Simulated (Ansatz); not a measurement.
**SnH− (singlet): the correlation ladder, def2-TZVPD**

How much of the correlation energy of SnH− (singlet) does each wave-function method recover here?

Computed with Ansatz 0.2.0, Gaussian basis. Level: def2-TZVPD, core rule «outside noble gas», up to 9 orbitals frozen.

The runs, in order: UHF; CCSD(T) on RHF; CCSD(T) on UHF; BCCD(T) on RHF; CISD; CCSDT(Q) on RHF; CCSDT(Q) on UHF; CCSDTQ on RHF; CASSCF and MRCISD+Q, 6 electrons in 5 orbitals; CASSCF and NEVPT4(SD), 6 electrons in 5 orbitals; CASSCF and NEVPT2, 6 electrons in 5 orbitals; Full CI.

7 further runs of the same task are left out: 1 that didn't finish, 6 set aside as unsound or not needed.

**1. The system**

The geometry is a PBE0/def2-TZVPD stationary point (not a proven minimum) of the parent state, kept for this charge and spin. No spin-orbit coupling is included. Elements past krypton take def2 core potentials.

2 atoms, charge -1, spin multiplicity 1.

Atoms are counted from 1 here; the program's logs count them from 0.

Bond lengths: Sn1–H2 1.811 Å.

**2. UHF**

in.yaml

```yaml
crystal:
  periodic: [false, false, false]
  atoms:
    - {symbol: Sn, position_ang: [0.000000, 0.000000, 0.000000]}
    - {symbol: H, position_ang: [0.000000, 0.000000, 1.811200]}
basis:
  gaussian: {orbitals: def2-TZVPD}
total_charge: -1
magnetization: {spin_polarized: true, initial_magnetization: 0}
hamiltonian: {xc: hf}
output: {orbitals: {seedname: orbitals}}
```

Launch:

```bash
> ansatz run in.yaml --threads 1 --pin off --events-out ev --progress --plain --max-ram 4160MiB --backend cpu
```

After this run come: CCSD(T) on RHF; CCSD(T) on UHF; BCCD(T) on RHF; CISD; CCSDT(Q) on RHF; CCSDT(Q) on UHF; CCSDTQ on RHF; CASSCF and MRCISD+Q, 6 electrons in 5 orbitals; CASSCF and NEVPT4(SD), 6 electrons in 5 orbitals; CASSCF and NEVPT2, 6 electrons in 5 orbitals; Full CI.

**Question.** What will the summary of the whole plan be? Wanted: FCI from the RHF energy; RMP2 from FCI; RCCSD from FCI; RCCSD(T) from FCI; RCCSDT(Q) from FCI; NEVPT2 valence from FCI; NEVPT4(SD) valence from FCI; MRCISD+Q valence from FCI; T1 diagnostic.

As calculated:

```
                         quantity                                         value
          FCI from the RHF energy                                    -3.4166 eV
                    RMP2 from FCI                               +22.32 kcal/mol
                   RCCSD from FCI                                +6.98 kcal/mol
                RCCSD(T) from FCI                                +3.53 kcal/mol
               RCCSDT(Q) from FCI                                -0.16 kcal/mol
          NEVPT2 valence from FCI                               +16.35 kcal/mol
      NEVPT4(SD) valence from FCI                                +2.21 kcal/mol
        MRCISD+Q valence from FCI                                -0.22 kcal/mol
levels within 1 kcal/mol (43 meV)  RCCSDT, RCCSDT(Q), RCCSDTQ, MRCISD+Q valence
                    T1 diagnostic                                         0.015
   effectively unpaired electrons                                          2.04
```

RCCSD(T) lands +3.53 kcal/mol from the yardstick (4.5 % of the correlation energy). RCCSDT(Q), MRCISD+Q valence fall below full CI, which methods that aren't variational can do. With 2.0 effectively unpaired electrons against 0 the state is strongly multireference. Of the multireference levels listed MRCISD+Q valence comes nearest in total energy (-0.22 kcal/mol), which doesn't show that its space is the better one. These misses are within one basis, not against nature.

The restricted and unrestricted ladders end 0.62 eV apart at CCSDT(Q), so they describe two states, and rows of one don't measure the error of the other.
